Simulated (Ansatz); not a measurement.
# GaH3SSi: the cost of one run

All numbers are computed with Ansatz 0.2.0 through its Python package. Level of theory: PBE0+D3(BJ)/def2-SVP.

**1. Starting point**

Bond lengths: Si1–S2 2.079 Å, Si1–Ga3 1.786 Å, S2–Ga3 2.273 Å, Si1–H4 1.430 Å, Si1–H5 1.508 Å, Ga3–H6 1.676 Å. Angles: Si1–S2–Ga3 48.2°, S2–Si1–Ga3 71.6°, S2–Si1–H4 110.6°, S2–Si1–H5 111.3°, Ga3–Si1–H4 177.1°, Ga3–Si1–H5 71.3°, H4–Si1–H5 105.9°, Si1–Ga3–S2 60.2°, Si1–Ga3–H6 61.1°, S2–Ga3–H6 68.0°.

The script holds or builds the structure itself.

**2. The code**

Input file scan.py:

```python
import ansatz as az
import matplotlib.pyplot as plt
import numpy as np

GEOMETRY = """
Si   -0.43640   -0.02130   -0.18560
S     1.22050   -1.27040   -0.05770
Ga    0.90800    0.89860    0.54630
H    -1.52990   -0.69870   -0.81130
H    -0.14910    1.18260   -1.04650
H     0.02900   -0.15490    1.50870
"""


def main() -> None:
    mol = az.Crystal.molecule()
    for line in GEOMETRY.strip().splitlines():
        symbol, *xyz = line.split()
        mol = mol.atom(symbol, [float(v) for v in xyz])

    symbols = [site.symbol for site in mol.cartesian_sites]
    start = np.array([site.position_ang for site in mol.cartesian_sites])
    axis = (start[5] - start[2]) / np.linalg.norm(start[5] - start[2])
    moving = [5]
    lengths, energies = [1.475, 1.542, 1.609, 1.676, 1.743, 1.81, 1.877, 1.978], []
    for length in lengths:
        xyz = start.copy()
        xyz[moving] += (length - np.linalg.norm(start[5] - start[2])) * axis
        point = az.Crystal.molecule()
        for symbol, xyz in zip(symbols, xyz):
            point = point.atom(symbol, xyz.tolist())
        job = (
            point.calculation()
            .basis(gaussian="def2-SVP")
            .functional("PBE0", dispersion="d3bj")
        )
        summary = job.run(threads=1, backend="cpu").report
        energies.append(summary["free_energy_ev"])
        print(f"r = {length:6.3f} A  E = {energies[-1]:.5f} eV  <S^2> = {abs(summary['mean_field']['state']['spin_squared']):.3f}")

    fit = np.polynomial.Polynomial.fit(lengths, np.array(energies) - min(energies), 4).convert()
    roots = [r.real for r in fit.deriv().roots() if abs(r.imag) < 1e-9 and fit.deriv(2)(r.real) > 0]
    r_e = min(roots, key=lambda r: abs(r - lengths[int(np.argmin(energies))]))
    print(f"minimum of the fit at {r_e:.4f} A, force constant {fit.deriv(2)(r_e):.2f} eV/A^2")
    plt.figure(figsize=(4.5, 3))
    plt.plot(lengths, np.array(energies) - min(energies), "o-")
    plt.xlabel("bond length (A)")
    plt.ylabel("E - E(min) (eV)")
    plt.tight_layout()
    plt.savefig("scan.png", dpi=100)


if __name__ == "__main__":
    main()
```

**3. The calls as engine input**

The engine receives this input (first run):

```yaml
crystal:
  periodic: [false, false, false]
  atoms:
    - { symbol: Si, position_ang: [-0.4364, -0.0213, -0.1856] }
    - { symbol: S, position_ang: [1.2205, -1.2704, -0.0577] }
    - { symbol: Ga, position_ang: [0.908, 0.8986, 0.5463] }
    - { symbol: H, position_ang: [-1.5299, -0.6987, -0.8113] }
    - { symbol: H, position_ang: [-0.1491, 1.1826, -1.0465] }
    - { symbol: H, position_ang: [0.13438139946729796, -0.028598174813653704, 1.393319955805088] }
basis:
  gaussian:
    orbitals: def2-SVP
hamiltonian:
  xc: pbe0
  dispersion: d3bj
```

**4. The run**

Run with:

```bash
python scan.py
```

What time and memory should one allow on 1 thread of Arm Neoverse V1, shared host?

About 25 s, with a peak of 0.27 GiB.
